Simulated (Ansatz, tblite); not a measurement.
# Ge(SMe)2Me2 (C₄H₁₂GeS₂): a ladder of methods and basis sets

Aim: run the singlet of Ge(SMe)2Me2 (C₄H₁₂GeS₂) at one geometry on many levels, and compare frontier levels, spin and run time.

Method: as each input shows; program: Ansatz 0.2.0, Gaussian basis.

The runs, in order: GFN1-xTB, GFN2-xTB, PBE-D4/def2-TZVP, r2SCAN-D4/def2-TZVP, r2SCAN0-D4/def2-TZVP, BLYP-D4/def2-TZVP, PBE-QIDH/def2-TZVP, PBE-D4/def2-SVP, PBE0-D4/def2-SVP, HF/6-31G, B3LYP-D4/6-31G, CCSD(T)/def2-SVP, MP2/def2-TZVP, RPA/def2-TZVP.

2 further runs of the same task are left out: 2 set aside as unsound or not needed.

## 1. The geometry

The geometry is that of the singlet, from an earlier relaxation (r2SCAN-D4/def2-SVP).

19 atoms, charge 0, spin multiplicity 1.

Bond lengths: Ge1–S2 2.225 Å, Ge1–S7 2.245 Å, Ge1–C12 1.955 Å, Ge1–C16 1.947 Å, S2–C3 1.831 Å, C3–H4 1.100 Å, C3–H5 1.099 Å, C3–H6 1.100 Å, S7–C8 1.831 Å, C8–H9 1.101 Å, C8–H10 1.099 Å, C8–H11 1.100 Å, C12–H13 1.101 Å, C12–H14 1.100 Å, C12–H15 1.101 Å, C16–H17 1.101 Å, C16–H18 1.101 Å, C16–H19 1.099 Å. Angles: S2–Ge1–S7 105.3°, S2–Ge1–C12 111.8°, S2–Ge1–C16 106.3°, S7–Ge1–C12 109.3°, S7–Ge1–C16 111.8°, C12–Ge1–C16 112.2°, Ge1–S2–C3 99.8°, S2–C3–H4 110.6°, S2–C3–H5 106.8°, S2–C3–H6 111.4°, H4–C3–H5 109.1°, H4–C3–H6 110.0°, H5–C3–H6 108.8°, Ge1–S7–C8 101.1°, S7–C8–H9 112.0°, S7–C8–H10 106.4°, S7–C8–H11 111.8°, H9–C8–H10 108.2° and more.

PBE0-D4/def2-TZVP was run before; its log isn't repeated, and its numbers join the tables.

## 2. GFN1-xTB

Tight binding, by tblite at 300 K electronic temperature and without a spin-polarisation term:

```python
tblite.interface.Calculator('GFN1-xTB', numbers, positions, charge=0, uhf=0).singlepoint()
```

Energy -654.1926 eV, HOMO -10.76 eV, LUMO -5.51 eV; 0.018 s.

## 3. GFN2-xTB

Tight binding, by tblite at 300 K electronic temperature and without a spin-polarisation term:

```python
tblite.interface.Calculator('GFN2-xTB', numbers, positions, charge=0, uhf=0).singlepoint()
```

Energy -629.4515 eV, HOMO -9.82 eV, LUMO -5.73 eV; 0.012 s.

## 4. PBE-D4/def2-TZVP

start.molden holds the orbitals of an earlier run on this state, given as this run's starting guess.

Input file in.yaml:

```yaml
crystal:
  periodic: [false, false, false]
  atoms:
    - {symbol: Ge, position_ang: [-0.395327, -0.512911, 0.205952]}
    - {symbol: S, position_ang: [-0.027596, -0.805691, 2.381065]}
    - {symbol: C, position_ang: [1.153386, 0.559898, 2.684606]}
    - {symbol: H, position_ang: [1.958098, 0.549634, 1.934892]}
    - {symbol: H, position_ang: [1.587581, 0.389648, 3.679266]}
    - {symbol: H, position_ang: [0.647413, 1.536372, 2.681122]}
    - {symbol: S, position_ang: [1.602301, -0.803830, -0.777251]}
    - {symbol: C, position_ang: [1.383721, 0.167452, -2.313945]}
    - {symbol: H, position_ang: [0.558114, -0.217771, -2.931411]}
    - {symbol: H, position_ang: [2.317743, 0.062000, -2.883912]}
    - {symbol: H, position_ang: [1.222233, 1.234810, -2.103500]}
    - {symbol: C, position_ang: [-1.049548, 1.287964, -0.183098]}
    - {symbol: H, position_ang: [-1.306664, 1.389660, -1.248777]}
    - {symbol: H, position_ang: [-0.292608, 2.044723, 0.070378]}
    - {symbol: H, position_ang: [-1.953736, 1.475218, 0.416148]}
    - {symbol: C, position_ang: [-1.667826, -1.888639, -0.323922]}
    - {symbol: H, position_ang: [-1.830915, -1.851021, -1.411734]}
    - {symbol: H, position_ang: [-2.631215, -1.735976, 0.186306]}
    - {symbol: H, position_ang: [-1.275156, -2.881529, -0.062193]}
basis:
  gaussian: {orbitals: def2-TZVP, initial_orbitals: start.molden}
hamiltonian: {xc: pbe, dispersion: d4}
scf: {omitted_lower_state_checks: [starts]}
output: {orbitals: {seedname: orbitals}}
```

The run is started by

```sh
ansatz run in.yaml --threads 2 --pin off --events-out ev --progress --plain --max-ram 31744MiB --backend cuda --devices 0, --max-vram 18GiB
```

The runs that follow: r2SCAN-D4/def2-TZVP; r2SCAN0-D4/def2-TZVP; BLYP-D4/def2-TZVP; PBE-QIDH/def2-TZVP; PBE-D4/def2-SVP; PBE0-D4/def2-SVP; HF/6-31G; B3LYP-D4/6-31G; CCSD(T)/def2-SVP; MP2/def2-TZVP; RPA/def2-TZVP.

Before running them: what should the planned runs give, taken together? Wanted: gap in def2-TZVP, named functionals, smallest and largest; correlation energy, CCSD(T)/def2-SVP; correlation energy, MP2/def2-TZVP; binding an atom, CCSD(T)/def2-SVP; PBE0 total energy, smallest basis above largest.

The runs gave:

```
                                                 quantity                                    value
gap in def2-TZVP, named functionals, smallest and largest  4.71 eV (BLYP-D4), 7.26 eV (r2SCAN0-D4)
                     correlation energy, CCSD(T)/def2-SVP                                -32.48 eV
                        correlation energy, MP2/def2-TZVP                                -35.04 eV
                        binding an atom, CCSD(T)/def2-SVP                                 3.558 eV
          PBE0 total energy, smallest basis above largest           19.38 eV (def2-SVP, def2-TZVP)
```

**Reading.** Orbital gaps of the named functionals in def2-TZVP span 4.71 eV (BLYP-D4) to 7.26 eV (r2SCAN0-D4); exact exchange widens it. A small miss in a minimal or small basis is a cancelling of errors, not accuracy. The functionals in def2-TZVP miss CCSD(T)/def2-SVP by +0.166 (BLYP-D4) to +0.254 eV (PBE-D4) an atom. The yardstick is in a double-zeta basis, so levels in larger sets aren't compared like for like. The reference is CCSD(T) in one finite basis, so it carries an error of its own, often a tenth of an eV or more, and near misses can't be ranked.
